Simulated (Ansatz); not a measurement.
**CH₆OSSiSn: small, medium and large basis sets**

How large a basis does CH₆OSSiSn need? Two functionals are run in growing sets.

Computed with Ansatz 0.2.0, Gaussian basis. Level: one geometry, several basis sets.

Plan: PBE0-D4/def2-SVP; ωB97M-V/def2-SVP; PBE0-D4/def2-QZVPP; ωB97M-V/def2-QZVPP; the functionals' def2-TZVPP values are taken from earlier runs.

1 further run of the same task is left out (it didn't finish).

## (1) Structure used throughout

An earlier PBE0-D4 in a triple-zeta def2 set relaxation fixed the geometry. Sn takes the def2 core potential; no spin-orbit term is included.

SMILES `C[S][Sn][O][SiH3]`, 11 atoms, charge 0, spin multiplicity 1.

Atoms are counted from 1 here; the program's logs count them from 0.

Bond lengths: C1–S2 1.814 Å, C1–H6 1.089 Å, C1–H7 1.089 Å, C1–H8 1.089 Å, S2–Sn3 2.414 Å, Sn3–O4 1.993 Å, O4–Si5 1.631 Å, Si5–H9 1.488 Å, Si5–H10 1.493 Å, Si5–H11 1.488 Å. Angles: S2–C1–H6 110.7°, S2–C1–H7 108.5°, S2–C1–H8 108.5°, H6–C1–H7 109.9°, H6–C1–H8 109.9°, H7–C1–H8 109.3°, C1–S2–Sn3 106.2°, S2–Sn3–O4 95.9°, Sn3–O4–Si5 138.3°, O4–Si5–H9 110.3°, O4–Si5–H10 111.3°, O4–Si5–H11 110.3°, H9–Si5–H10 108.1°, H9–Si5–H11 108.6°, H10–Si5–H11 108.2°.

## (2) PBE0-D4 in def2-SVP

in.yaml

```yaml
crystal:
  periodic: [false, false, false]
  atoms:
    - {symbol: C, position_ang: [-1.451449, 1.708006, -0.348825]}
    - {symbol: S, position_ang: [-0.546255, 1.885833, -1.910693]}
    - {symbol: Sn, position_ang: [1.152644, 0.170880, -1.901812]}
    - {symbol: O, position_ang: [0.670715, -0.586623, -0.122647]}
    - {symbol: Si, position_ang: [1.169094, -1.782017, 0.868106]}
    - {symbol: H, position_ang: [-1.044644, 0.888165, 0.241341]}
    - {symbol: H, position_ang: [-1.368487, 2.641102, 0.207413]}
    - {symbol: H, position_ang: [-2.499524, 1.516102, -0.576183]}
    - {symbol: H, position_ang: [0.062673, -2.748229, 1.107214]}
    - {symbol: H, position_ang: [2.319816, -2.530035, 0.279766]}
    - {symbol: H, position_ang: [1.600817, -1.220183, 2.177021]}
basis:
  gaussian: {orbitals: def2-SVP}
hamiltonian: {xc: pbe0, dispersion: d4}
output: {orbitals: {seedname: orbitals}}
```

Launch:

```
ansatz run in.yaml --threads 2 --pin off --events-out ev --progress --plain --max-ram 32768MiB --backend cpu
```

After this run come: ωB97M-V in def2-SVP; PBE0-D4 in def2-QZVPP; ωB97M-V in def2-QZVPP.

Before running them: what should the planned runs give, taken together? Wanted: PBE0-D4: double and triple zeta above quadruple; ωB97M-V: double and triple zeta above quadruple.

The runs gave:

| quantity | value |
| --- | --- |
| PBE0-D4: double and triple zeta above quadruple | 11.57, 0.85 eV |
| ωB97M-V: double and triple zeta above quadruple | 11.67, 0.80 eV |

In words: For PBE0-D4 the step from double to triple zeta gains 10.72 eV and the next only 0.85 eV. These are total energies; as a rule much of such shifts cancels in differences, which this series doesn't test.
